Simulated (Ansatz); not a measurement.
What does this script print? It uses Ansatz's Python interface.

The script, `hull_mopt3.py`:
```python
from collections import Counter

import ansatz as az
import numpy as np
from scipy.spatial import ConvexHull

PHASES = {
    "MoPt3 Pm-3m": (
        [[3.979521, 0.0, 0.0], [0.0, 3.979521, 0.0], [0.0, 0.0, 3.979521]],
        [
            ("Mo", [0.0, 0.0, 0.0]),
            ("Pt", [0.5, 0.5, 0.0]),
            ("Pt", [0.5, 0.0, 0.5]),
            ("Pt", [0.0, 0.5, 0.5]),
        ],
    ),
    "MoPt P-6m2": (
        [[2.821475, 0.0, 0.0], [-1.410737, 2.443469, 0.0], [0.0, 0.0, 4.527088]],
        [
            ("Mo", [2 / 3, 1 / 3, 0.0]),
            ("Pt", [1 / 3, 2 / 3, 0.5]),
        ],
    ),
    "Mo": (
        [[-1.573415, 1.573415, 1.573415], [1.573415, -1.573415, 1.573415], [1.573415, 1.573415, -1.573415]],
        [
            ("Mo", [0.0, 0.0, 0.0]),
        ],
    ),
    "Pt": (
        [[0.0, 1.9609, 1.9609], [1.9609, 0.0, 1.9609], [1.9609, 1.9609, 0.0]],
        [
            ("Pt", [0.0, 0.0, 0.0]),
        ],
    ),
}


def build(vectors, sites):
    crystal = az.Crystal(lattice=az.Lattice.of(vectors))
    for symbol, position in sites:
        crystal = crystal.atom(symbol, position)
    return crystal


def solve(name, crystal):
    calc = crystal.calculation()
    calc = calc.functional("pbesol").basis(34 * az.Ry)
    calc = calc.kpoints(spacing=0.33)
    calc = calc.occupations("cold", width=0.1)
    calc = calc.relax(force_tolerance=0.02, max_steps=60, cell=True)
    return calc.run(threads=1)


def counts(outcome):
    return Counter(site.symbol for site in outcome.lattice.sites)

def formation_energy(outcome, mu):
    n = counts(outcome)
    return (outcome.report["energy_sigma0_ev"] - sum(k * mu[element] for element, k in n.items())) / sum(n.values())

phases = {name: build(*cell) for name, cell in PHASES.items()}

done = {name: solve(name, crystal) for name, crystal in phases.items()}

references = {"Mo": "Mo", "Pt": "Pt"}
mu = {element: done[name].report["energy_sigma0_ev"] / len(done[name].lattice.sites) for element, name in references.items()}
points = sorted((counts(o)["Pt"] / len(o.lattice.sites), formation_energy(o, mu), name) for name, o in done.items())

xy = np.array([(x, e) for x, e, _ in points] + [(0.5, 10.0)])
hull = sorted(tuple(xy[i]) for i in ConvexHull(xy).vertices if xy[i, 1] < 5)
rows = [(name, x, e, e - np.interp(x, *zip(*hull))) for x, e, name in points]
print("| phase | x(Pt) | E_form (eV/atom) | above hull (eV/atom) |")
print("| --- | --- | --- | --- |")
for row in rows:
    print(f"| {row[0]} | {row[1]:.3f} | {row[2]:.4f} | {row[3]:.4f} |")
print("on the hull of these phases:", ", ".join(row[0] for row in rows if row[3] < 1e-6))
```

Running `python hull_mopt3.py` prints:
```text
| phase | x(Pt) | E_form (eV/atom) | above hull (eV/atom) |
| --- | --- | --- | --- |
| Mo | 0.000 | 0.0000 | 0.0000 |
| MoPt P-6m2 | 0.500 | -0.1589 | 0.0000 |
| MoPt3 Pm-3m | 0.750 | -0.1005 | 0.0000 |
| Pt | 1.000 | 0.0000 | 0.0000 |
on the hull of these phases: Mo, MoPt P-6m2, MoPt3 Pm-3m, Pt
```

No spin polarisation was allowed. For the metals among these phases the mesh is modest: differences between phases can be off by up to 40 meV an atom. Spin-orbit coupling, which matters for elements this heavy, is left out. The cells come from databases of deposited and of computed structures, and not all need be stable phases. Differences under about 40 meV an atom lie within the error of mesh and functional, so such verdicts may flip; only the cells listed enter the hull. Run time: 27 s on 1 thread of Arm Neoverse V1 (shared host), peak memory 0.44 GiB.

(Lines on the test bed's own set-up are left out of the output.)
